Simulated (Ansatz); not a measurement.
# CH5F2NSi: the cost of one run

Program: Ansatz 0.2.0. Level of theory: RKS B3LYP/def2-SVP. These are calculated values, not measurements.

### Step 1. The starting structure

Bond lengths: F1–C2 1.356 Å, C2–F3 1.324 Å, C2–N4 1.485 Å, N4–Si5 1.632 Å, C2–H6 1.103 Å, N4–H7 1.034 Å, Si5–H8 1.505 Å, Si5–H9 1.513 Å, Si5–H10 1.447 Å. Angles (14 of 15 angles, heavy atoms first): F1–C2–F3 103.8°, F1–C2–N4 108.6°, F3–C2–N4 108.2°, C2–N4–Si5 122.8°, F1–C2–H6 111.3°, F3–C2–H6 109.6°, N4–C2–H6 114.8°, C2–N4–H7 102.1°, Si5–N4–H7 110.3°, N4–Si5–H8 109.6°, N4–Si5–H9 108.9°, N4–Si5–H10 108.5°, H8–Si5–H9 108.6°, H8–Si5–H10 110.5°.

Structure file:

```xyz
10

F    -1.3554   -2.0748   -0.2302
C    -0.7586   -1.0351    0.4041
F     0.0348   -1.6183    1.2896
N     0.0920   -0.3098   -0.5739
Si    0.8685    1.0793   -0.2125
H    -1.4987   -0.4071    0.9282
H    -0.5624   -0.1606   -1.3611
H     1.8879    0.8218    0.8644
H    -0.1375    2.0835    0.3057
H     1.5124    1.5700   -1.4115
```

### Step 2. Relaxing end A

The input, input.yaml:

```yaml
crystal:
  periodic: [false, false, false]
  atoms:
    - { symbol: F, position_ang: [-1.3554, -2.0748, -0.2302] }
    - { symbol: C, position_ang: [-0.7586, -1.0351, 0.4041] }
    - { symbol: F, position_ang: [0.0348, -1.6183, 1.2896] }
    - { symbol: "N", position_ang: [0.092, -0.3098, -0.5739] }
    - { symbol: Si, position_ang: [0.8685, 1.0793, -0.2125] }
    - { symbol: H, position_ang: [-1.4987, -0.4071, 0.9282] }
    - { symbol: H, position_ang: [-0.5624, -0.1606, -1.3611] }
    - { symbol: H, position_ang: [1.8879, 0.8218, 0.8644] }
    - { symbol: H, position_ang: [-0.1375, 2.0835, 0.3057] }
    - { symbol: H, position_ang: [1.5124, 1.57, -1.4115] }
basis:
  gaussian: { orbitals: def2-SVP }
hamiltonian:
  xc: b3lyp
relax:
  f_tol: 0.02
  max_steps: 50
output:
  orbitals: {}
```

The run is started by

```console
$ ansatz run input.yaml --threads 2 --pin off --max-ram 3072MiB --backend cpu --events-out ev --progress --plain --runs-dir out
```

**Question.** How long does this run take on 2 threads of AMD EPYC 9R45 (Zen 5), shared host, and how much memory does it need?

About 24 s, with a peak of 0.22 GiB.
